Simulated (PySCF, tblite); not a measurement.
# C₆H₈BClF₂: geometry, infrared bands and NMR shifts

Wanted: the infrared bands and NMR shifts of C₆H₈BClF₂ (`C[C@@H](/C=C/C=C/Cl)B(F)F`), by calculation.

Computed with tblite 0.8.0 and PySCF 2.14.0, with density-fitted response routines of our own, on a single molecule in the gas phase. Atoms count from 0, in the outputs and in this text.

### 1 Starting geometry

18 atoms, charge 0, multiplicity 1; geometry from: force field or distance geometry start.

Bonds of the start (Å): C0–C1 1.52, C1–C2 1.51, C2–C3 1.32, C3–C4 1.46, C4–C5 1.32, C5–Cl6 1.76, C1–B7 1.60, B7–F8 1.44, B7–F9 1.44, C0–H10 1.11, C0–H11 1.11, C0–H12 1.13, C1–H13 1.12, C2–H14 1.08, C3–H15 1.10, C4–H16 1.09, C5–H17 1.08.

### 2 Geometry optimisation with GFN2-xTB

The job: settings as JSON, then the geometry in Å.

```
{"job": {"kind": "relax", "xc": "GFN2-xTB", "basis": "xTB"}, "charge": 0, "multiplicity": 1}
C     -2.409600    -1.046000    -0.461000
C     -1.354900    -0.248100     0.291000
C     -0.041900    -0.244500    -0.459000
C      1.108100     0.043200     0.132900
C      2.371500     0.046400    -0.605000
C      3.522400     0.325500    -0.014500
Cl     5.023500     0.339500    -0.930900
B     -1.842200     1.250700     0.560600
F     -2.123900     2.117200    -0.558700
F     -1.980800     1.743000     1.910700
H     -2.077800    -2.090000    -0.618700
H     -2.628200    -0.587800    -1.450500
H     -3.368400    -1.075800     0.134300
H     -1.190400    -0.749300     1.281600
H     -0.064400    -0.451300    -1.523100
H      1.117800     0.257900     1.215500
H      2.367200    -0.168700    -1.670600
H      3.563400     0.544500     1.047200
```

Launch:

```
> OMP_NUM_THREADS=1 python probes_run.py task.json out
```

This one command runs all jobs of the session in turn.

**Question.** This job is followed by: GFN2-xTB harmonic vibrations, gas phase; GIAO PBE0/pcSseg-1 NMR shielding, non-relativistic, gas phase. Predict these results of the whole session: strongest single infrared mode (GFN2-xTB); zero-point energy (GFN2-xTB); 13C shifts against TMS (PBE0/pcSseg-1); 1H shifts against TMS (PBE0/pcSseg-1, means over atoms taken as alike); 35Cl shifts against HCl (PBE0/pcSseg-1); 11B shifts against BF3·OEt2 (PBE0/pcSseg-1); 19F shifts against CFCl3 (PBE0/pcSseg-1, means over atoms taken as alike).

The runs gave:

```
                                                                 quantity                                       value
                                strongest single infrared mode (GFN2-xTB)                       1274 cm⁻¹, 262 km/mol
                                             zero-point energy (GFN2-xTB)                               80.9 kcal/mol
                                   13C shifts against TMS (PBE0/pcSseg-1)  141.8, 141.3, 136.6, 135.2, 31.0, 16.6 ppm
   1H shifts against TMS (PBE0/pcSseg-1, means over atoms taken as alike)      6.58, 6.39, 6.29, 5.56, 2.12, 1.22 ppm
                                  35Cl shifts against HCl (PBE0/pcSseg-1)                                     210 ppm
                              11B shifts against BF3·OEt2 (PBE0/pcSseg-1)                                    25.3 ppm
19F shifts against CFCl3 (PBE0/pcSseg-1, means over atoms taken as alike)                                   -77.8 ppm
```

What this shows: Over 120 steps the energy fell by 0.765 eV; of the close pairs, B7–F8 changed most, 1.443 to 1.316 Å. No mode is imaginary among the 48: a minimum at this level. The strongest single mode, at 1274 cm⁻¹, is spread over many atoms; the largest shares are those of B7, H16. Unscaled tight-binding wavenumbers are off by several per cent, some by more. Its intensities can rank the bands wrongly. At PBE0/pcSseg-1: The widest tensor belongs to Cl6: span 410 ppm, with a paramagnetic part of -404 ppm.
